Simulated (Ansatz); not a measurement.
Molecular dynamics of Sn8S8O

input.yaml

```yaml
crystal:
  lattice:
    - [2.04522, 5.89812, 4.090323]
    - [2.04522, -5.89812, 4.090323]
    - [8.180879, 0.0, 0.0]
  atoms:
    - { symbol: Sn, position: [0.00773489, 0.76992481, 0.02750108] }
    - { symbol: Sn, position: [0.54763027, 0.75203368, 0.15358229] }
    - { symbol: S, position: [0.19871576, 0.5208606, 0.06126533] }
    - { symbol: S, position: [0.29905604, 0.94050464, 0.23660025] }
    - { symbol: Sn, position: [0.01301582, 0.72875898, 0.56721759] }
    - { symbol: Sn, position: [0.50865113, 0.74739665, 0.67802306] }
    - { symbol: S, position: [0.22708286, 0.4985048, 0.56908879] }
    - { symbol: S, position: [0.27294345, 0.95833665, 0.67637486] }
    - { symbol: Sn, position: [0.52688695, 0.24292226, 0.30032138] }
    - { symbol: Sn, position: [1.03491466, 0.26068218, 0.41632698] }
    - { symbol: S, position: [0.72534683, -0.00137985, 0.30846053] }
    - { symbol: S, position: [0.79533807, 0.46422414, 0.43145594] }
    - { symbol: Sn, position: [0.52225844, 0.26282743, 0.77025658] }
    - { symbol: Sn, position: [0.99356024, 0.2608796, 0.92973577] }
    - { symbol: S, position: [0.7199882, 0.01981331, 0.81179353] }
    - { symbol: S, position: [0.74937799, 0.458733, 0.92492621] }
    - { symbol: O, position: [0.19786049, 0.99110212, 1.08816795] }
magnetization:
  spin_polarized: true
basis:
  ecutwfc: 420.0
kpoints:
  mp_grid: { grid: [1, 1, 1] }
hamiltonian:
  xc: lda
scf:
  occupations: { method: fermi_dirac, width: 0.05 }
  lower_state_search: "off"
md:
  timestep: 1.5
  n_steps: 300
  ensemble: nvt_langevin
  temperature: 1200.0
  initial_velocities: maxwell_boltzmann
  seed: 710438
  friction: 0.05
```

Run as:

```bash
$ ansatz run input.yaml --threads 2 --pin off --max-ram 5120MiB --backend cpu --events-out ev --progress --plain --runs-dir out
```

It starts from a partly relaxed structure (largest force component 0.06 eV/Å).

Output, in part (step lines):

```
md step     0: t =     0.00 fs  T =  1129.4 K  F+E_penalty+E_count = -54554.38085021 eV  E_kin = 2.481792 eV  (13 SCF iters)
md step     1: t =     1.50 fs  T =  1163.6 K  F+E_penalty+E_count = -54554.36348165 eV  E_kin = 2.556880 eV  (7 SCF iters)
md step     2: t =     3.00 fs  T =  1117.9 K  F+E_penalty+E_count = -54554.30953693 eV  E_kin = 2.456391 eV  (7 SCF iters)
md step     3: t =     4.50 fs  T =  1246.1 K  F+E_penalty+E_count = -54554.22178916 eV  E_kin = 2.738215 eV  (7 SCF iters)
md step     4: t =     6.00 fs  T =  1265.5 K  F+E_penalty+E_count = -54554.11973499 eV  E_kin = 2.780905 eV  (7 SCF iters)
md step     5: t =     7.50 fs  T =  1449.1 K  F+E_penalty+E_count = -54554.03110598 eV  E_kin = 3.184360 eV  (7 SCF iters)
md step     6: t =     9.00 fs  T =  1246.8 K  F+E_penalty+E_count = -54553.96491521 eV  E_kin = 2.739709 eV  (7 SCF iters)
md step     7: t =    10.50 fs  T =  1090.5 K  F+E_penalty+E_count = -54553.93129537 eV  E_kin = 2.396378 eV  (7 SCF iters)
[... lines left out ...]
md step   300: t =   450.00 fs  T =  1213.0 K  F+E_penalty+E_count = -54552.16154351 eV  E_kin = 2.665462 eV  (7 SCF iters)
```

The steps, from the saved trajectory:

```json
{"time (fs)": "0", "T (K)": "1129", "potential energy less start (eV)": "0.000"}
{"time (fs)": "15", "T (K)": "1069", "potential energy less start (eV)": "0.584"}
{"time (fs)": "30", "T (K)": "778", "potential energy less start (eV)": "1.120"}
{"time (fs)": "45", "T (K)": "1322", "potential energy less start (eV)": "1.116"}
{"time (fs)": "60", "T (K)": "1126", "potential energy less start (eV)": "1.049"}
{"time (fs)": "75", "T (K)": "906", "potential energy less start (eV)": "1.065"}
{"time (fs)": "90", "T (K)": "1048", "potential energy less start (eV)": "1.060"}
{"time (fs)": "105", "T (K)": "964", "potential energy less start (eV)": "1.258"}
{"time (fs)": "120", "T (K)": "1066", "potential energy less start (eV)": "1.516"}
{"time (fs)": "135", "T (K)": "836", "potential energy less start (eV)": "1.958"}
{"time (fs)": "150", "T (K)": "1060", "potential energy less start (eV)": "2.254"}
{"time (fs)": "165", "T (K)": "1009", "potential energy less start (eV)": "2.457"}
{"time (fs)": "180", "T (K)": "884", "potential energy less start (eV)": "2.610"}
{"time (fs)": "195", "T (K)": "1530", "potential energy less start (eV)": "2.036"}
{"time (fs)": "210", "T (K)": "1465", "potential energy less start (eV)": "1.873"}
{"time (fs)": "225", "T (K)": "1358", "potential energy less start (eV)": "1.997"}
{"time (fs)": "240", "T (K)": "1319", "potential energy less start (eV)": "2.200"}
{"time (fs)": "255", "T (K)": "1263", "potential energy less start (eV)": "2.259"}
{"time (fs)": "270", "T (K)": "761", "potential energy less start (eV)": "2.145"}
{"time (fs)": "285", "T (K)": "1318", "potential energy less start (eV)": "1.676"}
{"time (fs)": "300", "T (K)": "1081", "potential energy less start (eV)": "1.706"}
{"time (fs)": "315", "T (K)": "1670", "potential energy less start (eV)": "1.706"}
{"time (fs)": "330", "T (K)": "810", "potential energy less start (eV)": "2.010"}
{"time (fs)": "345", "T (K)": "975", "potential energy less start (eV)": "2.142"}
{"time (fs)": "360", "T (K)": "1032", "potential energy less start (eV)": "2.219"}
{"time (fs)": "375", "T (K)": "804", "potential energy less start (eV)": "2.241"}
{"time (fs)": "390", "T (K)": "906", "potential energy less start (eV)": "2.030"}
{"time (fs)": "405", "T (K)": "856", "potential energy less start (eV)": "2.364"}
{"time (fs)": "420", "T (K)": "1119", "potential energy less start (eV)": "2.303"}
{"time (fs)": "435", "T (K)": "1064", "potential energy less start (eV)": "2.304"}
{"time (fs)": "450", "T (K)": "1213", "potential energy less start (eV)": "2.219"}
```

The run went to its last step. A run of 0.45 ps of so small a system gives no equilibrium averages. Limits of this set-up: coarse k mesh, a small cell, in which the defect meets its images, a typed lattice constant that wasn't relaxed here.

Mean squared displacements from the first frame to the last, about the centre of mass: Sn 0.12 Å², S 0.08 Å², O 0.20 Å².

Last frame:

```xyz
17
Lattice="2.0452 5.8981 4.0903 2.0452 -5.8981 4.0903 8.1809 0.0000 0.0000" Properties=species:S:1:pos:R:3
Sn 1.366 -4.539 3.396
Sn 3.689 -0.871 5.446
S 1.625 -1.782 2.907
S 4.247 -3.493 5.351
Sn 6.018 -3.970 3.463
Sn 7.825 -0.877 4.838
S 5.720 -1.459 3.235
S 7.793 -3.810 5.070
Sn 4.011 2.029 3.098
Sn 5.761 4.815 5.064
S 4.076 4.470 2.861
S 5.835 2.260 5.133
Sn 7.489 1.520 3.279
Sn 10.100 4.213 5.286
S 8.377 4.266 3.229
S 9.789 1.705 5.250
O 11.144 -4.330 5.348
```

Run time: 4.9 min on 2 threads of Arm Neoverse V2, with other jobs on the host, peak memory 0.51 GiB.
